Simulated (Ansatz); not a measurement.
# Cl2FHNNb: basis-set convergence

An exercise on one series of results from a longer session: the logs are not shown, and one member is left open.

Computed with Ansatz 0.2.0, Gaussian basis. Level: one geometry, several basis sets.

Levels to be run: PBE0-D4/def2-SVP; ωB97M-V/def2-SVP; PBE0-D4/def2-QZVPP; ωB97M-V/def2-QZVPP; the functionals' def2-TZVPP values are taken from earlier runs.

## Structure used throughout

All runs share one geometry, relaxed beforehand with PBE0-D4 in a triple-zeta def2 set. Nb takes the def2 core potential; no spin-orbit term is included.

6 atoms, charge 0, spin multiplicity 1.

Atoms are counted from 1 here; the program's logs count them from 0.

Bond lengths: N1–Nb2 1.725 Å, N1–H6 1.010 Å, Nb2–F3 1.858 Å, Nb2–Cl4 2.287 Å, Nb2–Cl5 2.287 Å. Angles: Nb2–N1–H6 179.6°, N1–Nb2–F3 107.4°, N1–Nb2–Cl4 107.1°, N1–Nb2–Cl5 107.2°, F3–Nb2–Cl4 111.6°, F3–Nb2–Cl5 111.6°, Cl4–Nb2–Cl5 111.6°.

Geometry (Å):

```xyz
6

N    -0.5238    0.5264    1.0519
Nb    0.2390   -0.2274   -0.2994
F     1.6267   -1.2742    0.3574
Cl   -1.3481   -1.4959   -1.3485
Cl    1.0138    1.4430   -1.6550
H    -0.9655    0.9640    1.8475
```

Set-up of the first run:

Contents of in.yaml:

```yaml
crystal:
  periodic: [false, false, false]
  atoms:
    - {symbol: N, position_ang: [-0.523816, 0.526399, 1.051886]}
    - {symbol: Nb, position_ang: [0.238969, -0.227384, -0.299450]}
    - {symbol: F, position_ang: [1.626691, -1.274217, 0.357412]}
    - {symbol: Cl, position_ang: [-1.348091, -1.495880, -1.348453]}
    - {symbol: Cl, position_ang: [1.013811, 1.443019, -1.655011]}
    - {symbol: H, position_ang: [-0.965463, 0.963962, 1.847517]}
basis:
  gaussian: {orbitals: def2-SVP}
hamiltonian: {xc: pbe0, dispersion: d4}
output: {orbitals: {seedname: orbitals}}
```

Command:

```
$ ansatz run in.yaml --threads 4 --pin off --events-out ev --progress --plain --max-ram 10444MiB
```

Steps of the session up to this table: PBE0-D4 in def2-SVP; ωB97M-V in def2-SVP; PBE0-D4 in def2-QZVPP; ωB97M-V in def2-QZVPP.

One of the session's tables, all rows but one given; the rest of the session is left out.

It belongs to the step «Density functionals: the series». 

```
functional       basis  HOMO (eV)  LUMO (eV)
   PBE0-D4    def2-SVP      -8.74      -2.47
   PBE0-D4  def2-TZVPP      -8.76      -2.56
   PBE0-D4  def2-QZVPP          ?          ?
   ωB97M-V    def2-SVP     -10.92      -0.32
   ωB97M-V  def2-TZVPP     -10.98      -0.46
   ωB97M-V  def2-QZVPP     -11.00      -0.49
```

Estimate the missing values for PBE0-D4, def2-QZVPP.

**Answer.** HOMO (eV): -8.77; LUMO (eV): -2.57. In the column «HOMO (eV)» it lies between ωB97M-V, def2-SVP (-10.92) and PBE0-D4, def2-TZVPP (-8.76).
